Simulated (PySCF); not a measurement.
# F3GdH2O (Gd(F)3(H2O)): the cost of one run

The runs use PySCF 2.14.0; r2SCAN, Gd lcecp-1-SVP with ECP53, F def2-SVP, O def2-SVP, H def2-SVP; scalar-relativistic core potentials, no spin–orbit coupling.

3 further runs of the same task are left out: 2 for a known fault of the program, 1 set aside as unsound or not needed.

## 1. Starting geometry

7 atoms, charge 0, spin multiplicity 1.

Bond lengths: Gd1–F2 2.109 Å, Gd1–F3 2.109 Å, Gd1–F4 2.109 Å, Gd1–O5 2.473 Å, O5–H6 0.970 Å, O5–H7 0.970 Å. Angles: F2–Gd1–F3 109.5°, F2–Gd1–F4 109.5°, F2–Gd1–O5 109.5°, F3–Gd1–F4 109.5°, F3–Gd1–O5 109.5°, F4–Gd1–O5 109.5°, Gd1–O5–H6 127.5°, Gd1–O5–H7 127.5°, H6–O5–H7 105.1°.

Coordinates:

```
Gd    0.0000    0.0000    0.0000
F     1.2177    1.2177    1.2177
F    -1.2177   -1.2177    1.2177
F     1.2177   -1.2177   -1.2177
O    -1.4275    1.4275   -1.4275
H    -1.7681    2.3126   -1.2237
H    -1.7681    1.2237   -2.3126
```

Formal oxidation states: Gd +3. Each metal's 7 4f electrons lie in its core potential, so multiplicities, spins and levels count the valence alone.

## 2. SCF at the start, singlet

Input file run.py (the lines that set the calculation):

```python
mol = gto.M(atom='''
Gd     0.00000     0.00000     0.00000
F      1.21770     1.21770     1.21770
F     -1.21770    -1.21770     1.21770
F      1.21770    -1.21770    -1.21770
O     -1.42750     1.42750    -1.42750
H     -1.76810     2.31260    -1.22370
H     -1.76810     1.22370    -2.31260''',
    basis={'Gd': 'lcecp-1-SVP', 'F': 'def2-SVP', 'O': 'def2-SVP', 'H': 'def2-SVP'},
    ecp={'Gd': 'lcecp-1-SVP'},
    charge=0, spin=0)
mf = dft.RKS(mol, xc='R2SCAN')
mf.grids.atom_grid = (50, 194)  # f atoms: unpruned, at least (60, 302)
mf = mf.density_fit()  # fitting sets: Gd AutoAux, F def2-universal-JKFIT, O def2-universal-JKFIT, H def2-universal-JKFIT
mf.conv_tol = 1e-08; mf.max_cycle = 55
mf.kernel(dm0)  # dm0: free metal ions and neutral atoms
```

Command:

```sh
OMP_NUM_THREADS=2 python run.py
```

What time and memory should one allow on 2 threads of Intel Xeon Platinum 8259CL at 2.50GHz (Skylake/Cascade Lake), shared host?

About 11 s, with a peak of 0.59 GiB.
